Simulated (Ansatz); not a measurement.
Write a Python script for the Ansatz DFT code, driven from Python that makes a test of scalar relativity of AsO (charge +1). Settings (for the species named): PBE, cc-pVTZ basis, multiplicity 1.

```xyz
2

As    0.0000    0.0000    0.0000
O     0.0000    0.0000    1.8750
```

`aso.py`
```python
# -*- coding: utf-8 -*-
import ansatz
from ase import Atoms
import numpy as np

atoms = Atoms(["As"], positions=[
    (0.0, 0.0, 0.0),
])
aso = ansatz.Crystal.molecule_from_ase(atoms)

job = aso.calculation().functional("pbe").charge(1).forces()
sets = {"none": "cc-pVTZ", "scalar": "cc-pVTZ-DK"}
found = {kind: job.basis(gaussian=basis).pseudopotentials(relativity=kind).run(threads=1, pin="off").report for kind, basis in sets.items()}
for kind, each in found.items():
    dipole = 4.803205 * np.linalg.norm(each["charge_distribution"]["dipole_moment_e_ang"])
    print(f"{kind:7s} E = {each['free_energy_ev']:.4f} eV  dipole {dipole:.3f} D  largest force {np.abs(each['forces_ev_ang']).max():.4f} eV/A")
print(f"relativity lowers the total energy by {found['none']['free_energy_ev'] - found['scalar']['free_energy_ev']:.3f} eV")
```

```console
$ python aso.py
none    E = -60819.9188 eV  dipole 0.000 D  largest force 0.0000 eV/A
scalar  E = -61497.5998 eV  dipole 0.000 D  largest force 0.0000 eV/A
relativity lowers the total energy by 677.681 eV
```

The input holds a mistake (an atom is missing), so what it prints is no property of AsO. The geometry is a force-field or estimated start, not a minimum of this method. The basis set changes with the Hamiltonian (a set recontracted for scalar relativity), and most of the change in the total lies in the cores. An ion's dipole depends on the origin; the program takes it about the centre of nuclear charge. The spin state was assumed, and another may lie lower. Timing: 4.1 s on 1 thread of Arm Neoverse V1, on a shared host, peak memory 0.13 GiB.

(A comment or docstring line of the script was reworded after the run, the code is as it ran; lines on the test bed's own set-up are left out of the output.)
